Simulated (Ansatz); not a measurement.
# BClH2SSi: vertical ionisation energy

Aim: the vertical ionisation energy of BClH2SSi, as cation minus neutral at the neutral's geometry, on several levels, and how well −ε(HOMO) stands in for it.

Method: unrestricted cation, the program's frozen cores in correlated methods; program: Ansatz 0.2.0, Gaussian basis.

The runs, in order: UKS PBE-D4/def2-TZVPP; UKS r2SCAN-D4/def2-TZVPP; UKS PBE0-D4/def2-TZVPP; UKS B3LYP-D4/def2-TZVPP; UKS wB97X-V/def2-TZVPP; UKS wB97M-V/def2-TZVPP; UKS B2PLYP/def2-TZVPP; UHF-CCSD(T)/def2-TZVPP; UHF-MP2/def2-QZVPP; extrapolation to the limit; then −ε(HOMO) from the neutral's earlier runs with LDA (SPW92), PBE-D4, revPBE-D4, BLYP-D4, r2SCAN-D4, B97M-V, PBE0-D4, B3LYP-D4, r2SCANh-D4, r2SCAN0-D4, HSE06-D4, BHLYP-D4, CAM-B3LYP-D4, LC-ωPBE, ωB97X-V, ωB97M-V.

### Step 1. The geometry

All runs share one geometry, relaxed beforehand with PBE0-D4 in a triple-zeta def2 set.

6 atoms, charge 0, spin multiplicity 1.

Atoms are counted from 1 here; the program's logs count them from 0.

Bond lengths: Cl1–B2 1.722 Å, B2–Si3 1.928 Å, B2–S4 1.769 Å, Si3–S4 2.181 Å, Si3–H5 1.482 Å, Si3–H6 1.482 Å. Angles: Cl1–B2–Si3 153.3°, Cl1–B2–S4 134.5°, Si3–B2–S4 72.2°, B2–Si3–S4 50.5°, B2–Si3–H5 123.9°, B2–Si3–H6 123.9°, S4–Si3–H5 114.1°, S4–Si3–H6 114.1°, H5–Si3–H6 111.7°, B2–S4–Si3 57.3°.

Coordinates:

```xyz
6

Cl   -0.16723   -2.68010    0.66974
B    -0.26803   -1.04381    0.14233
Si    0.39822    0.75858   -0.01880
S    -1.45760   -0.10564   -0.77127
H     1.33297    1.20146   -1.07953
H     0.20378    1.80562    1.01122
```

### Step 2. Cation, UKS PBE-D4/def2-TZVPP

File in.yaml:

```yaml
crystal:
  periodic: [false, false, false]
  atoms:
    - {symbol: Cl, position_ang: [-0.167233, -2.680102, 0.669741]}
    - {symbol: B, position_ang: [-0.268028, -1.043812, 0.142332]}
    - {symbol: Si, position_ang: [0.398216, 0.758577, -0.018798]}
    - {symbol: S, position_ang: [-1.457604, -0.105637, -0.771271]}
    - {symbol: H, position_ang: [1.332973, 1.201457, -1.079529]}
    - {symbol: H, position_ang: [0.203776, 1.805618, 1.011223]}
basis:
  gaussian: {orbitals: def2-TZVPP}
total_charge: 1
magnetization: {spin_polarized: true, initial_magnetization: 1}
hamiltonian: {xc: pbe, dispersion: d4}
```

Run with:

```
ansatz run in.yaml --threads 2 --pin off --events-out ev --progress --plain --max-ram 4352MiB
```

Further steps of the session: Cation, UKS r2SCAN-D4/def2-TZVPP; Cation, UKS PBE0-D4/def2-TZVPP; Cation, UKS B3LYP-D4/def2-TZVPP; Cation, UKS wB97X-V/def2-TZVPP; Cation, UKS wB97M-V/def2-TZVPP; Cation, UKS B2PLYP (frozen core)/def2-TZVPP; Cation, UHF-CCSD(T)/def2-TZVPP; Cation, UHF-MP2/def2-QZVPP.

Q: Predict the results of all the runs planned. Wanted: ionisation energy, CCSD(T)/CBS; nearest functional by difference; nearest −ε(HOMO); −ε(HOMO) of PBE; T1 of the cation.

The runs gave:

```
                        quantity               value
  ionisation energy, CCSD(T)/CBS             9.53 eV
nearest functional by difference  ωB97X-V (-0.08 eV)
                nearest −ε(HOMO)  ωB97X-V (-0.01 eV)
                 −ε(HOMO) of PBE             6.21 eV
                T1 of the cation               0.023
```

What this shows: By cation minus neutral, the functionals miss by 0.39 eV at most. The PBE orbital energy is 3.3 eV too small: a semilocal HOMO is no ionisation energy. Among orbital estimates ωB97X-V comes nearest. Hartree-Fock falls 0.86 eV short, as the neutral has more correlation energy than the cation.
